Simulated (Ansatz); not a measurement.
# Al3GaN4: the cost of one run

Method: DFT PBEsol, scalar-relativistic, plane waves, PAW, in Ansatz 0.2.0.

2 further runs of the same task are left out: 2 set aside as unsound or not needed. Runs told in other sessions of the task aren't counted.

## 1. Starting point

It takes space group Pm (No. 6, monoclinic). The conventional cell has a = 5.043 Å, b = 3.130 Å, c = 5.418 Å, α = 90.00°, β = 90.03°, γ = 90.00°. Al (site symmetry m) has 4 N at 1.88 to 1.91 Å in its first shell of neighbours. Al (site symmetry m) is surrounded by 4 N at 1.90 Å. Around Al (site symmetry m) lie 4 N at 1.90 to 1.91 Å. Ga (site symmetry m) has 4 N at 1.93 to 1.96 Å in its first shell of neighbours. N (site symmetry m) is surrounded by 3 Al at 1.90 Å and 1 Ga at 1.96 Å. N (site symmetry m) has 4 Al at 1.90 to 1.91 Å in its first shell of neighbours. N (site symmetry m) is surrounded by 2 Al at 1.88 to 1.90 Å and 2 Ga at 1.93 Å. Around N (site symmetry m) lie 3 Al at 1.89 to 1.91 Å and 1 Ga at 1.94 Å.

Coordinates:

```cif
data_structure
_symmetry_space_group_name_H-M 'Pm'
_symmetry_Int_Tables_number 6
_cell_length_a 5.0434
_cell_length_b 3.1301
_cell_length_c 5.4180
_cell_angle_alpha 90.000
_cell_angle_beta 90.033
_cell_angle_gamma 90.000
_cell_volume 85.53
loop_
_atom_site_label
_atom_site_type_symbol
_atom_site_symmetry_multiplicity
_atom_site_Wyckoff_symbol
_atom_site_fract_x
_atom_site_fract_y
_atom_site_fract_z
_atom_site_occupancy
Al1 Al 1 b 0.49977 0.50000 0.83267 1
Al2 Al 1 b 0.99908 0.50000 0.16519 1
Al3 Al 1 a 0.99891 0.00000 0.66831 1
Ga1 Ga 1 a 0.50058 0.00000 0.33380 1
N1 N 1 a 0.88883 0.00000 0.33367 1
N2 N 1 b 0.87755 0.50000 0.83284 1
N3 N 1 b 0.37488 0.50000 0.15981 1
N4 N 1 a 0.37681 0.00000 0.67371 1
```

It goes back to an entry of the Materials Project, which need not be the stable form.

It is built from the cell relaxed beforehand with the same method (10.69 Å³/atom).

## 2. Zero of the scan

Contents of input.yaml:

```yaml
crystal:
  lattice:
    - [-5.0434079721, 0.0, -0.0001149904]
    - [0.0, -3.1300738967, 0.0]
    - [-0.0064725144, 0.0, 10.8359838894]
  atoms:
    - { symbol: Al, position: [0.4997699583, 0.5, 0.0836647831] }
    - { symbol: Al, position: [0.4997699583, 0.5, 0.5836647831] }
    - { symbol: Al, position: [0.9990792961, 0.5, 0.4174027963] }
    - { symbol: Al, position: [0.9990792961, 0.5, 0.9174027963] }
    - { symbol: Al, position: [0.9989119344, 1.0, 0.1658463175] }
    - { symbol: Al, position: [0.9989119344, 1.0, 0.6658463175] }
    - { symbol: Ga, position: [0.5005782866, 1.0, 0.3331004507] }
    - { symbol: Ga, position: [0.5005782866, 1.0, 0.8331004507] }
    - { symbol: "N", position: [0.8888275252, 1.0, 0.3331646251] }
    - { symbol: "N", position: [0.8888275252, 1.0, 0.8331646251] }
    - { symbol: "N", position: [0.8775456762, 0.5, 0.0835789324] }
    - { symbol: "N", position: [0.8775456762, 0.5, 0.5835789324] }
    - { symbol: "N", position: [0.3748765205, 0.5, 0.4200961772] }
    - { symbol: "N", position: [0.3748765205, 0.5, 0.9200961772] }
    - { symbol: "N", position: [0.3768118028, 1.0, 0.1631464176] }
    - { symbol: "N", position: [0.3768118028, 1.0, 0.6631464176] }
basis:
  ecutwfc: 420
kpoints:
  mp_grid: { grid: [5, 7, 2] }
hamiltonian:
  xc: pbesol
scf:
  occupations: { method: gaussian, width: 0.05 }
output:
  forces: true
  stress: true
  eigenvalues: true
```

On the command line:

```
> ansatz run input.yaml --threads 2 --pin off --max-ram 5120MiB --backend cpu --events-out ev --progress --plain --runs-dir out
```

Q: Estimate wall time and peak memory on 2 threads of Intel Xeon 6975P-C (Granite Rapids), shared host.

About 5.6 s, with a peak of 0.55 GiB.
